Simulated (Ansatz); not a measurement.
# BeGaH (singlet): the correlation ladder at distance Ga1–Be2 = 2.541 Å, cc-pVTZ

How much of the correlation energy of BeGaH (singlet) does each wave-function method recover here?

Program: Ansatz 0.2.0, Gaussian basis. Level of theory: cc-pVTZ, core rule «outside noble gas», up to 15 orbitals frozen. These are calculated values, not measurements.

To be run: UHF; CCSD(T) on RHF; CCSD(T) on UHF; BCCD(T) on RHF; CCSDT(Q) on RHF; CCSDT(Q) on UHF.

15 further runs of the same task are left out: 3 for a known fault of the program, 10 that didn't finish, 2 set aside as unsound or not needed.

## (1) The system

The geometry derives from a PBE0/def2-TZVP stationary point (not a proven minimum). One bond is set to the value named and the two fragments are kept rigid. No spin-orbit coupling is included. The filled d shell of Ga may be among the frozen orbitals whatever the setting's name suggests; the logs give the count.

3 atoms, charge 0, spin multiplicity 1.

Atoms are counted from 1 here; the program's logs count them from 0.

Bond lengths: Be2–H3 1.528 Å.

## (2) UHF

Contents of in.yaml:

```yaml
crystal:
  periodic: [false, false, false]
  atoms:
    - {symbol: Ga, position_ang: [0.000000, 0.010201, 0.309852]}
    - {symbol: Be, position_ang: [0.000000, -0.210049, -2.221584]}
    - {symbol: H, position_ang: [0.000000, 1.172431, -1.570049]}
basis:
  gaussian: {orbitals: cc-pVTZ}
magnetization: {spin_polarized: true, initial_magnetization: 0}
hamiltonian: {xc: hf}
output: {orbitals: {seedname: orbitals}}
```

Started as:

```
> ansatz run in.yaml --threads 1 --pin off --events-out ev --progress --plain --max-ram 2393MiB
```

After this run come: CCSD(T) on RHF; CCSD(T) on UHF; BCCD(T) on RHF; CCSDT(Q) on RHF; CCSDT(Q) on UHF.

Q: Predict the results of all the runs planned. Wanted: RCCSDT(Q) below the RHF energy; RMP2 from RCCSDT(Q); UMP2 from RCCSDT(Q); RCCSD from RCCSDT(Q); RCCSD(T) from RCCSDT(Q); UCCSD(T) from RCCSDT(Q); UCCSDT(Q) from RCCSDT(Q); T1 diagnostic.

The runs gave:

| quantity | value |
| --- | --- |
| RCCSDT(Q) below the RHF energy | -3.9265 eV |
| RMP2 from RCCSDT(Q) | +23.77 kcal/mol |
| UMP2 from RCCSDT(Q) | +25.68 kcal/mol |
| RCCSD from RCCSDT(Q) | +5.31 kcal/mol |
| RCCSD(T) from RCCSDT(Q) | +1.15 kcal/mol |
| UCCSD(T) from RCCSDT(Q) | +2.51 kcal/mol |
| UCCSDT(Q) from RCCSDT(Q) | +0.04 kcal/mol |
| levels within 1 kcal/mol (43 meV) | RCCSDT, UCCSDT, UCCSDT(Q) |
| T1 diagnostic | 0.031 |

In words: RCCSD(T) lands +1.15 kcal/mol from the yardstick (1.3 % of the correlation energy). CCSD(T) misses by +1.15 kcal/mol on the restricted determinant and by +2.51 kcal/mol on the unrestricted one; the two need not hold the same state or core. These misses are within one basis, not against nature.
